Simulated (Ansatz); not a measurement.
# Al7C: from a guess to a relaxed structure, part 2 of 2

Aim: relax a trial structure of Al7C and see where it ends.

Ansatz 0.2.0; DFT PBE, scalar-relativistic, plane waves, PAW. The steps go on from the part before.

**6. Full relaxation**

The end of the coarse run is made exact in the group found at a tolerance of 0.06 Å and reduced to its primitive cell.

input.yaml reads:

```yaml
crystal:
  lattice:
    - [0.0, 3.9324574983, 3.9324574983]
    - [3.9324574983, 0.0, 3.9324574983]
    - [3.9324574983, 3.9324574983, 0.0]
  atoms:
    - { symbol: Al, position: [0.5, 0.5, 0.5] }
    - { symbol: Al, position: [0.5, 0.0, 0.0] }
    - { symbol: Al, position: [0.5, 0.0, 0.5] }
    - { symbol: Al, position: [0.0, 0.5, 0.5] }
    - { symbol: Al, position: [0.0, 0.5, 0.0] }
    - { symbol: Al, position: [0.5, 0.5, 0.0] }
    - { symbol: Al, position: [0.0, 0.0, 0.5] }
    - { symbol: C, position: [0.0, 0.0, 0.0] }
basis:
  ecutwfc: 420
kpoints:
  mp_grid: { grid: [8, 8, 8] }
hamiltonian:
  xc: pbe
scf:
  occupations: { method: gaussian, width: 0.1 }
output:
  forces: true
  stress: true
  eigenvalues: true
  write_density: true
  write_potential: true
  elf: true
  volumetric_format: npy
relax:
  adjacent_minimum: "off"
  f_tol: 0.01
  max_steps: 80
  cell: { stress_tol: 0.05 }
```

Launch:

```
> ansatz run input.yaml --threads 1 --pin off --max-ram 2048MiB --backend cpu --events-out ev --progress --plain --runs-dir out
```

The program printed:

```text
Warning: RAYON_NUM_THREADS=1 ignored (pool sized by the plan → 1); use --threads N
Engine: ansatz 0.2.0, aarch64-unknown-linux-gnu
Pseudopotentials: kind: paw
Pseudopotential: Al, paw, valence charge 3, recommended cutoff 420 eV (normal), Al.paw.azcp
Pseudopotential: C, paw, valence charge 4, recommended cutoff 420 eV (normal), C.paw.azcp
Functional definition: PBE
  parameter kappa = 0.804
  parameter beta = 0.06672455060314922
  exchange = pbe_x(kappa = kappa, mu = beta*pi^2/3)
  correlation = pbe_c(beta = beta)
Crystal: 8 atoms, lattice volume = 121.625 Å³
Basis set: ecut = 420 eV, 2421 PW (Γ), exchange–correlation on 80×80×80 points (8 copies of the dense FFT grid, shifted against one another)
Bands: 21, of which v1, the nominal top of the filled ones, is band 13 counted from 1 (12 counted from 0)
Symmetry: 48 space group operations
Space group: Fm-3m (ITA 225), of the structure as read, at distance tolerance 5.0e-5 Å
k-points: 29 of 512
Non-local potential: Al, projectors of the file, l = 0: 2, l = 1: 2, l = 2: 1
Non-local potential: C, projectors of the file, l = 0: 2, l = 1: 2, l = 2: 1
PAW form: soft (Blöchl's): semilocal exchange-correlation on the pseudo side does not see the compensation charge
PAW one-centre angular grid: Al, 110 points (default); XC on 64 Gauss nodes
PAW one-centre angular grid: C, 110 points (default); XC on 64 Gauss nodes
Initial density: superposition of atomic densities (neutral atoms: chi_scale 0, normalization atom), corrected by the library's trained network
Initial wavefunctions: pseudopotential atomic-orbital guess
Functional: x = pbe(κ = 0.804, μ = 0.2195149727645171), c = pbe(β = 0.06672455060314922)
SCF iter   1: F=—  HF=-4009.306634 eV  |F-HF|=—  |Δ(HF+E_count)|=         —  Δρ=5.15e-3  dr2=9.07e-2  ethr=1.77e-3  ⟨swp⟩=7.1  Hψ=3570  notcnv=0  defer=1
preconditioner: auto → Kerker (q_TF=auto, 2.096 Å⁻¹)  [metal: Δε(μ)=0.006 eV  Ē_g=7.152 eV  σ=0.100 eV  W_gap=0.04  n_scr=14 (ndim 8)  ℏωp=16.8 eV  f_vac=0.000  D(μ)=2.85/eV (n_scr^D=14)]
SCF iter   2: F=—  HF=-4009.296493 eV  |F-HF|=—  |Δ(HF+E_count)|=   1.01e-2  Δρ=2.49e-3  dr2=2.38e-2  ethr=3.63e-4  ⟨swp⟩=1.0  Hψ=841  notcnv=0  defer=3
SCF iter   3: F=—  HF=-4009.292595 eV  |F-HF|=—  |Δ(HF+E_count)|=   3.90e-3  Δρ=3.87e-4  dr2=2.10e-4  ethr=9.51e-5  ⟨swp⟩=1.8  Hψ=656  notcnv=0  defer=3
SCF iter   4: F=—  HF=-4009.292529 eV  |F-HF|=—  |Δ(HF+E_count)|=   6.62e-5  Δρ=4.29e-5  dr2=3.02e-6  ethr=8.40e-7  ⟨swp⟩=2.0  Hψ=899  notcnv=0  defer=3
SCF iter   5: F=—  HF=-4009.292551 eV  |F-HF|=—  |Δ(HF+E_count)|=   2.18e-5  Δρ=1.06e-5  dr2=9.75e-8  ethr=1.21e-8  ⟨swp⟩=2.3  Hψ=862  notcnv=0  defer=3
SCF iter   6: F=-4009.292551 eV  HF=-4009.292551 eV  |F-HF|=2.34e-9  |Δ(HF+E_count)|=   3.35e-9  Δρ=1.50e-6  dr2=4.09e-9  ethr=3.90e-10  ⟨swp⟩=9.7  Hψ=3877  notcnv=0
SCF 1 converged in 6 iterations: F = -4009.292551 eV  dr2 = 4.09e-9
relax step   1: F+E_penalty+E_count = -4009.29255060 eV  Δ(F+E_penalty+E_count) = +0.000e0 eV  max|allowed force component| = 1.114e-30 eV/Å  Δτ_max = 0.0000 Å  P = +0.434 GPa  Ω = 121.625 Å³  (6 SCF iters, dr2 threshold 1.00e-7 eV, accepted)
Crystal: 8 atoms, lattice volume = 122.331 Å³
Initial density: handed on by an earlier stage of this run
Initial wavefunctions: those handed on with the density
iter 1 solved again at ethr=8.80e-7 eV; its pass at ethr=3.10e-3 eV (dr2=2.20e-4 eV) is discarded
SCF iter   1: F=—  HF=-4009.292994 eV  |F-HF|=—  |Δ(HF+E_count)|=         —  Δρ=2.61e-4  dr2=2.35e-4  ethr=8.80e-7  ⟨swp⟩=2.8  Hψ=3730  notcnv=0
preconditioner: auto → Kerker (q_TF=auto, 2.094 Å⁻¹)  [metal: Δε(μ)=0.026 eV  Ē_g=7.128 eV  σ=0.100 eV  W_gap=0.14  n_scr=14 (ndim 8)  ℏωp=16.8 eV  f_vac=0.000  D(μ)=2.82/eV (n_scr^D=14)]
SCF iter   2: F=—  HF=-4009.292970 eV  |F-HF|=—  |Δ(HF+E_count)|=   2.43e-5  Δρ=1.52e-4  dr2=7.35e-5  ethr=8.80e-7  ⟨swp⟩=1.0  Hψ=609  notcnv=0
SCF iter   3: F=—  HF=-4009.292943 eV  |F-HF|=—  |Δ(HF+E_count)|=   2.69e-5  Δρ=2.37e-5  dr2=1.18e-6  ethr=2.94e-7  ⟨swp⟩=2.0  Hψ=912  notcnv=0
iter 4 did not close the SCF: its close was put off for the readings that it lacked (scf_convergence_deferred on its scf_iter line)
SCF iter   4: F=-4009.292942 eV  HF=-4009.292942 eV  |F-HF|=5.94e-9  |Δ(HF+E_count)|=   4.85e-7  Δρ=2.66e-6  dr2=1.13e-8  ethr=4.70e-9  ⟨swp⟩=2.5  Hψ=971  notcnv=0
iter 5 did not close the SCF: its close was put off for the readings that it lacked (scf_convergence_deferred on its scf_iter line)
SCF iter   5: F=-4009.292942 eV  HF=-4009.292942 eV  |F-HF|=8.19e-12  |Δ(HF+E_count)|=  5.79e-10  Δρ=5.21e-7  dr2=3.09e-10  ethr=4.53e-11  ⟨swp⟩=2.3  Hψ=926  notcnv=0
SCF iter   6: F=-4009.292942 eV  HF=-4009.292942 eV  |F-HF|=2.73e-12  |Δ(HF+E_count)|=  5.64e-11  Δρ=4.55e-8  dr2=4.21e-12  ethr=1.23e-12  ⟨swp⟩=3.0  Hψ=2464  notcnv=0
SCF 2 converged in 6 iterations: F = -4009.292942 eV  dr2 = 4.21e-12
relax step   2: F+E_penalty+E_count = -4009.29294234 eV  Δ(F+E_penalty+E_count) = -3.917e-4 eV  max|allowed force component| = 5.064e-31 eV/Å  Δτ_max = 0.0000 Å  P = -0.070 GPa  Ω = 122.331 Å³  energy of the carried Pulay correction = -4.038e-4 eV  (6 SCF iters, dr2 threshold 4.70e-7 eV, accepted)
Crystal: 8 atoms, lattice volume = 122.232 Å³
iter 1 solved again at ethr=1.64e-8 eV; its pass at ethr=3.10e-3 eV (dr2=4.10e-6 eV) is discarded
SCF iter   1: F=—  HF=-4009.292992 eV  |F-HF|=—  |Δ(HF+E_count)|=         —  Δρ=3.59e-5  dr2=4.37e-6  ethr=1.64e-8  ⟨swp⟩=2.5  Hψ=3648  notcnv=0
preconditioner: auto → Kerker (q_TF=auto, 2.094 Å⁻¹)  [metal: Δε(μ)=0.024 eV  Ē_g=7.131 eV  σ=0.100 eV  W_gap=0.13  n_scr=14 (ndim 8)  ℏωp=16.8 eV  f_vac=0.000  D(μ)=2.83/eV (n_scr^D=14)]
SCF iter   2: F=—  HF=-4009.293021 eV  |F-HF|=—  |Δ(HF+E_count)|=   2.96e-5  Δρ=2.13e-5  dr2=1.45e-6  ethr=1.64e-8  ⟨swp⟩=1.0  Hψ=609  notcnv=0
SCF iter   3: F=—  HF=-4009.293021 eV  |F-HF|=—  |Δ(HF+E_count)|=   5.26e-7  Δρ=3.27e-6  dr2=1.86e-8  ethr=5.81e-9  ⟨swp⟩=2.1  Hψ=913  notcnv=0
iter 4 did not close the SCF: its close was put off for the readings that it lacked (scf_convergence_deferred on its scf_iter line)
SCF iter   4: F=-4009.293021 eV  HF=-4009.293021 eV  |F-HF|=7.73e-12  |Δ(HF+E_count)|=   7.67e-9  Δρ=3.26e-7  dr2=1.04e-10  ethr=7.43e-11  ⟨swp⟩=2.3  Hψ=942  notcnv=0
iter 5 did not close the SCF: its close was put off for the readings that it lacked (scf_convergence_deferred on its scf_iter line)
SCF iter   5: F=-4009.293021 eV  HF=-4009.293021 eV  |F-HF|=9.09e-13  |Δ(HF+E_count)|=  3.64e-11  Δρ=7.93e-8  dr2=7.12e-12  ethr=1.00e-12  ⟨swp⟩=1.7  Hψ=772  notcnv=0
SCF iter   6: F=-4009.293021 eV  HF=-4009.293021 eV  |F-HF|=9.09e-13  |Δ(HF+E_count)|=  2.73e-12  Δρ=1.24e-8  dr2=1.66e-13  ethr=1.00e-12  ⟨swp⟩=3.1  Hψ=2091  notcnv=0
SCF 3 converged in 6 iterations: F = -4009.293021 eV  dr2 = 1.66e-13
relax step   3: F+E_penalty+E_count = -4009.29302072 eV  Δ(F+E_penalty+E_count) = -7.838e-5 eV  max|allowed force component| = 1.251e-30 eV/Å  Δτ_max = 0.0000 Å  P = -0.001 GPa  Ω = 122.232 Å³  energy of the carried Pulay correction = -3.474e-4 eV  (6 SCF iters, accepted)
Initial wavefunctions: pseudopotential atomic-orbital guess (no wavefunctions were taken with the density)
iter 1 solved again at ethr=8.01e-8 eV; its pass at ethr=3.10e-3 eV (dr2=2.00e-5 eV) is discarded
SCF iter   1: F=—  HF=-4009.293338 eV  |F-HF|=—  |Δ(HF+E_count)|=         —  Δρ=7.95e-6  dr2=2.18e-8  ethr=8.01e-8  ⟨swp⟩=2.9  Hψ=5043  notcnv=0
preconditioner: auto → Kerker (q_TF=auto, 2.094 Å⁻¹)  [metal: Δε(μ)=0.024 eV  Ē_g=7.131 eV  σ=0.100 eV  W_gap=0.14  n_scr=14 (ndim 8)  ℏωp=16.8 eV  f_vac=0.000  D(μ)=2.82/eV (n_scr^D=14)]
SCF iter   2: F=—  HF=-4009.293368 eV  |F-HF|=—  |Δ(HF+E_count)|=   2.94e-5  Δρ=3.91e-6  dr2=2.35e-9  ethr=8.73e-11  ⟨swp⟩=2.0  Hψ=984  notcnv=0
SCF iter   3: F=—  HF=-4009.293368 eV  |F-HF|=—  |Δ(HF+E_count)|=   1.51e-8  Δρ=8.36e-7  dr2=9.95e-11  ethr=9.40e-12  ⟨swp⟩=2.0  Hψ=952  notcnv=0
iter 4 did not close the SCF: its close was put off for the readings that it lacked (scf_convergence_deferred on its scf_iter line)
SCF iter   4: F=-4009.293368 eV  HF=-4009.293368 eV  |F-HF|=2.73e-12  |Δ(HF+E_count)|=  7.01e-10  Δρ=6.63e-8  dr2=1.63e-12  ethr=1.00e-12  ⟨swp⟩=2.2  Hψ=930  notcnv=0
iter 5 did not close the SCF: its close was put off for the readings that it lacked (scf_convergence_deferred on its scf_iter line)
SCF iter   5: F=-4009.293368 eV  HF=-4009.293368 eV  |F-HF|=9.09e-13  |Δ(HF+E_count)|=  2.73e-12  Δρ=6.96e-9  dr2=1.09e-13  ethr=1.00e-12  ⟨swp⟩=1.0  Hψ=609  notcnv=0
iter 6 did not close the SCF: its close was put off for the readings that it lacked (scf_convergence_deferred on its scf_iter line)
SCF iter   6: F=-4009.293368 eV  HF=-4009.293368 eV  |F-HF|=9.09e-13  |Δ(HF+E_count)|=    0.00e0  Δρ=2.36e-9  dr2=1.33e-14  ethr=1.00e-12  ⟨swp⟩=1.0  Hψ=609  notcnv=0
iter 7 did not close the SCF: its close was put off for the readings that it lacked (scf_convergence_deferred on its scf_iter line)
SCF iter   7: F=-4009.293368 eV  HF=-4009.293368 eV  |F-HF|=1.36e-12  |Δ(HF+E_count)|=  4.55e-13  Δρ=3.50e-10  dr2=1.90e-16  ethr=1.00e-12  ⟨swp⟩=1.0  Hψ=609  notcnv=0
SCF iter   8: F=-4009.293368 eV  HF=-4009.293368 eV  |F-HF|=9.09e-13  |Δ(HF+E_count)|=  1.36e-12  Δρ=4.31e-11  dr2=2.69e-18  ethr=1.00e-12  ⟨swp⟩=1.0  Hψ=1334  notcnv=0
SCF 4 converged in 8 iterations: F = -4009.293368 eV  dr2 = 2.69e-18
relax step   4: F+E_penalty+E_count = -4009.29336778 eV  Δ(F+E_penalty+E_count) = -3.471e-4 eV  max|allowed force component| = 1.263e-30 eV/Å  Δτ_max = 0.0000 Å  P = +0.004 GPa  Ω = 122.232 Å³  stress off target by 3.96e-3 GPa  SCF on the basis re-selected at this cell (its energy is not comparable with the rows above)  (8 SCF iters)
basis re-selected at this cell: Δ(F+E_penalty+E_count) = -3.471e-4 eV, ΔP = +0.005 GPa vs the last step (what re-selecting the basis moved, of the pressure what is left beyond the Pulay correction that the steps carried, after the strain that the cell walked since its last selection, with what the two solves' SCF thresholds leave and, on support functions, any second-order correction that the steps lacked; it is no measure of the basis error at this ecutwfc). This SCF's stress stands 3.96e-3 GPa from its target on what of the cell is left free (relax.cell.stress_tol is 5.00e-2 GPa) and its largest allowed force component is 1.26e-30 eV/Å (relax.f_tol is 1.00e-2 eV/Å): within both
SCF converged after 8 iterations
Free energy (F): -4009.293368 eV
Harris-Foulkes:  -4009.293368 eV  (|F-HF|=9.09e-13)
Internal energy: -4009.279244 eV  (E = F + TS)
E sigma→0 (E₀):  -4009.286306 eV
Entropy (-TS):   -0.014124 eV (-1.766 meV/atom)
Fermi energy:    8.094380 eV
--- Per-component energies (eV) ---
  E_band       = 83.065813
  E_kinetic    = 237.188702
  E_local      = -27.542505  (includes V_loc(G=0)·N_el)
  E_nonlocal   = 101.058428
  E_hartree    = 30.967781
  E_xc         = -324.113075
  E_vxc        = -259.408164  (∫ρ·V_xc dr)
  E_paw        = -3368.979698  (= ΣΔE_a)
  E_vpaw       = -30.166196  (= ΣTr[D̂ρ^β])
  E_aug_tail   = -0.000013  (compensation charges beyond the density's cutoff)
  E_ewald      = -657.858864
  E_smearing   = -0.014124  (= −TS)
  E_closure    = 0.000000  (closes the sum)
  Σ components = -4009.293368   (vs F -4009.293368, Δ=0.00e0)
--- Forces (eV/Å), atoms counted from 1 ---
  atom   1  Al     0.00000000    -0.00000000     0.00000000
  atom   2  Al     0.00000000    -0.00000000    -0.00000000
  atom   3  Al     0.00000000    -0.00000000     0.00000000
  atom   4  Al     0.00000000    -0.00000000     0.00000000
  atom   5  Al     0.00000000     0.00000000     0.00000000
  atom   6  Al     0.00000000    -0.00000000    -0.00000000
  atom   7  Al     0.00000000     0.00000000    -0.00000000
  atom   8  C     -0.00000000     0.00000000    -0.00000000
  max |Σ_I F_I| component: 2.51e-30 eV/Å
--- Stress (GPa, compression-positive) ---
        0.003960      -0.000000      -0.000000
       -0.000000       0.003960      -0.000000
       -0.000000      -0.000000       0.003960
  P = ⅓ Tr σ = 0.0040 GPa (0.040 kbar)
--- Band table (eV; the first three rows and the last of 29) ---
  k-point 0: bands = ["-3.8834", "0.0300", "3.2038", "3.2657", "3.2657", "3.2657", "3.8599", "3.8599", "3.8599", "4.8727", "4.8727", "4.8727", "5.5255", "6.9396", "6.9396", "11.1623", "11.1623", "11.1623", "13.9599", "13.9599", "13.9599"]
  k-point 1: bands = ["-3.7856", "-0.1108", "2.1809", "3.0294", "3.0294", "3.3430", "4.2975", "4.2975", "4.3383", "4.4873", "4.4873", "5.1804", "6.3961", "7.5140", "7.5140", "10.3798", "10.9982", "10.9982", "12.8723", "12.8723", "13.9085"]
  k-point 2: bands = ["-3.4999", "-0.5618", "1.2879", "2.8118", "2.8118", "3.2489", "3.8469", "3.8469", "4.3628", "5.1226", "5.1226", "6.8504", "7.8285", "8.6914", "8.6914", "9.0035", "10.1807", "10.1807", "12.1985", "12.1985", "13.2703"]
  k-point 28: bands = ["-2.3553", "-0.5472", "-0.4753", "-0.4753", "2.6879", "3.9319", "4.0509", "4.0509", "6.8704", "6.8704", "7.0844", "7.6919", "8.2437", "9.3115", "9.3115", "9.5526", "10.3889", "11.3431", "11.3431", "12.2240", "12.2278"]
--- Relaxed structure (3 steps of the walk, 3 accepted, 1 SCFs on fresh bases) ---
  F+E_penalty+E_count = -4009.29336778 eV   max|allowed force component| = 1.263e-30 eV/Å   (the final SCF, on the basis selected at the relaxed cell)
  cell:  # Å, volume = 122.2320 Å³
    - [-8.916901057567283e-35, 3.938991156812941, 3.938991156812941]
    - [3.938991156812941, -1.7196880611022619e-34, 3.938991156812941]
    - [3.938991156812941, 3.938991156812941, -7.643058049343385e-35]
  atoms:
    - { symbol: Al, position: [0.5, 0.5, 0.5] }
    - { symbol: Al, position: [0.5, 0.0, 0.0] }
    - { symbol: Al, position: [0.5, 0.0, 0.5] }
    - { symbol: Al, position: [0.0, 0.5, 0.5] }
    - { symbol: Al, position: [0.0, 0.5, 0.0] }
    - { symbol: Al, position: [0.5, 0.5, 0.0] }
    - { symbol: Al, position: [-4.615746971510927e-36, -4.615746971510927e-36, 0.5] }
    - { symbol: C, position: [1.0601733477685862e-36, -1.3551087903799494e-36, 1.1159719449728995e-37] }
```

It took 22 s on 1 thread of Arm Neoverse V1, shared host; peak memory 0.39 GiB.

Relaxation path:

| step | E - E(step 1) (eV/cell) | largest force component (eV/Å) | pressure (GPa) | volume (Å³) |
| --- | --- | --- | --- | --- |
| 1 | 0.0000 | 0.0000 | 0.43 | 121.62 |
| 2 | -0.0004 | 0.0000 | -0.07 | 122.33 |
| 3 | -0.0005 | 0.0000 | 0.00 | 122.23 |
| 4 | -0.0008 | 0.0000 | 0.00 | 122.23 |

Step 1 is the start. Step 4 repeats the geometry before it on a plane-wave basis chosen anew for that cell, so its energy need not be comparable with the rows above.

Lengths and angles in the start's conventional setting:

|  | before | after | change |
| --- | --- | --- | --- |
| a (Å) | 7.865 | 7.878 | +0.2 % |
| b (Å) | 7.865 | 7.878 | +0.2 % |
| c (Å) | 7.865 | 7.878 | +0.2 % |
| volume (Å³/atom) | 15.20 | 15.28 | +0.5 % |
| shortest distance (Å) | 2.781 | 2.785 | +0.2 % |
| space group (0.01 Å) | Fm-3m | Fm-3m | same |

The run keeps the 48 symmetry operations of the start, so it could not have lowered the symmetry.

Axes a, b and c in the maps are those of this run's conventional cell (a, b, c = 7.878, 7.878, 7.878 Å).

Density in a lattice plane of the grid's cell (edges 7.88 and 7.88 Å, at 0.000 of the third edge), which holds Al and C.

Values in e/Å³, 12 rows by 12 columns:
```
0.88 0.41 0.15 0.15 0.20 0.22 0.15 0.22 0.20 0.15 0.15 0.41
0.16 0.15 0.17 0.14 0.22 0.20 0.17 0.20 0.22 0.14 0.17 0.15
0.11 0.15 0.14 0.06 0.14 0.15 0.11 0.15 0.14 0.06 0.14 0.15
0.17 0.20 0.22 0.14 0.17 0.15 0.16 0.15 0.17 0.14 0.22 0.20
0.15 0.22 0.20 0.15 0.15 0.41 0.88 0.41 0.15 0.15 0.20 0.22
0.06 0.15 0.17 0.11 0.16 0.88 1.40 0.88 0.16 0.11 0.17 0.15
0.15 0.22 0.20 0.15 0.15 0.41 0.88 0.41 0.15 0.15 0.20 0.22
0.17 0.20 0.22 0.14 0.17 0.15 0.16 0.15 0.17 0.14 0.22 0.20
0.11 0.15 0.14 0.06 0.14 0.15 0.11 0.15 0.14 0.06 0.14 0.15
0.16 0.15 0.17 0.14 0.22 0.20 0.17 0.20 0.22 0.14 0.17 0.15
0.88 0.41 0.15 0.15 0.20 0.22 0.15 0.22 0.20 0.15 0.15 0.41
1.40 0.88 0.16 0.11 0.17 0.15 0.06 0.15 0.17 0.11 0.16 0.88
```
Columns run along the first of these edges and rows up along the second, over one cell in 12 and 12 even steps from the bottom left corner. Atoms in the plane (fractional): Al at (0.00, 0.50), Al at (0.50, 0.00), Al at (0.25, 0.75), Al at (0.75, 0.25), Al at (0.25, 0.25), Al at (0.75, 0.75), C at (0.00, 0.00), C at (0.50, 0.50).

ELF in the same plane.

Ten even steps from ' ' (0.03) to '@' (0.80):
```
##@@@@**--::::==++**==      ==**++==::::--**@@@@
@@@@##==--==++**######++--++######**++==--==##@@
====--==++==--**####****++****####**--==++==--==
..::--++--      ==##++==--==++##==      --++--::
::::==++..  --  ..++==::::::==++..  --  ..++==::
--==++##==      --++--::..::--++--      ==##++==
++****####**--==++==--======--==++==--**####****
--++######**++==--==##@@@@@@##==--==++**######++
    ==**++==::::--**@@@@##@@@@**--::::==++**==  
::  ..++==--::..--##@@++  ++@@##--..::--==++..  
    ==**++==::::--**@@@@##@@@@**--::::==++**==  
--++######**++==--==##@@@@@@##==--==++**######++
++****####**--==++==--======--==++==--**####****
--==++##==      --++--::..::--++--      ==##++==
::::==++..  --  ..++==::::::==++..  --  ..++==::
..::--++--      ==##++==--==++##==      --++--::
====--==++==--**####****++****####**--==++==--==
@@@@##==--==++**######++--++######**++==--==##@@
##@@@@**--::::==++**==      ==**++==::::--**@@@@
  ++@@##--..::--==++..  ::  ..++==--::..--##@@++
```
Columns run along the first of these edges and rows up along the second, over one cell in 24 and 20 even steps from the bottom left corner. Atoms in the plane (fractional): Al at (0.00, 0.50), Al at (0.50, 0.00), Al at (0.25, 0.75), Al at (0.75, 0.25), Al at (0.25, 0.25), Al at (0.75, 0.75), C at (0.00, 0.00), C at (0.50, 0.50).

Both are smooth fields of the valence electrons: close to the nuclei they are not physical.

Maxima of ELF outside the ion cores: 0.82 in the shell around C, 0.7 Å from C; 0.69 beside Al, off the lines to its neighbours, 1.1 Å from Al; 0.66 on the Al–Al line, 1.1 Å from Al.

**7. Variant: mp_grid.grid [4, 4, 4], occupations.width 0.005**

input.yaml reads:

```yaml
crystal:
  lattice:
    - [0.0, 3.9389911568, 3.9389911568]
    - [3.9389911568, 0.0, 3.9389911568]
    - [3.9389911568, 3.9389911568, 0.0]
  atoms:
    - { symbol: Al, position: [0.5, 0.5, 0.5] }
    - { symbol: Al, position: [0.5, 0.0, 0.0] }
    - { symbol: Al, position: [0.5, 0.0, 0.5] }
    - { symbol: Al, position: [0.0, 0.5, 0.5] }
    - { symbol: Al, position: [0.0, 0.5, 0.0] }
    - { symbol: Al, position: [0.5, 0.5, 0.0] }
    - { symbol: Al, position: [0.0, 0.0, 0.5] }
    - { symbol: C, position: [0.0, 0.0, 0.0] }
basis:
  ecutwfc: 420
kpoints:
  mp_grid: { grid: [4, 4, 4] }
hamiltonian:
  xc: pbe
scf:
  occupations: { method: gaussian, width: 0.005 }
output:
  forces: true
  eigenvalues: true
  stress: true
```

Launch:

```
> ansatz run input.yaml --threads 1 --pin off --max-ram 2048MiB --backend cpu --events-out ev --progress --plain --runs-dir out
```

The program printed, shortened:

```text
Warning: RAYON_NUM_THREADS=1 ignored (pool sized by the plan → 1); use --threads N
[...]
[... 4 set-up lines as earlier in the session ...]
[...]
Crystal: 8 atoms, lattice volume = 122.232 Å³
[...]
  atom   8  C     -0.00000000     0.00000000    -0.00000000
[...]
--- Stress (GPa, compression-positive) ---
       -0.430605      -0.000000      -0.000000
        0.000000      -0.430605      -0.000000
       -0.000000      -0.000000      -0.430605
  P = ⅓ Tr σ = -0.4306 GPa (-4.306 kbar)
--- Band table (eV; the first three rows and the last of 8) ---
  k-point 0: bands = ["-3.8970", "-0.0078", "3.2273", "3.2520", "3.2520", "3.2520", "3.8688", "3.8688", "3.8688", "4.8649", "4.8649", "4.8649", "5.5223", "6.9396", "6.9396", "11.1346", "11.1346", "11.1346", "13.9632", "13.9632"]
[...]
```

Run time: 1.6 s. Hardware: 1 thread of Arm Neoverse V1, shared host; peak memory 0.32 GiB.

```
    run     ending         energy change  pressure (GPa)  gap (eV)  force (eV/Å)  cycles   time
 step 6  converged                     0             0.0      0.00          0.00       -   22 s
variant  converged  -29.0 meV/atom (σ→0)            -0.4      0.00          0.00       6  1.6 s
```

Changing the k-point mesh and smearing moves the energy by -29.0 meV/atom (σ→0 values), and the pressure goes from 0.0 to -0.4 GPa. More than one kind of setting changed, and this run alone doesn't tell their shares apart. These settings are too coarse to quote as the system's properties.

**8. Results**

What follows sums up all 2 parts. Changes of volume or cell count from the first structure of part 1.

```
                              quantity                                                                      value
symmetry at the end (tolerance 0.05 Å)                                                space group Fm-3m (No. 225)
                     conventional cell  a = 7.878 Å, b = 7.878 Å, c = 7.878 Å, α = 90.00°, β = 90.00°, γ = 90.00°
                                volume                                                              15.28 Å³/atom
              energy over the elements                                                              +0.52 eV/atom
                       gap on the mesh                                                               none (metal)
```

What this shows: The space group Fm-3m (No. 225) is kept, and the volume per atom grows by 6.3 % from the first guess. With a positive formation energy it can't be a ground state. No finished test with a distortion of lower symmetry is shown, so the end may be a saddle point. Other magnetic orders were not searched.
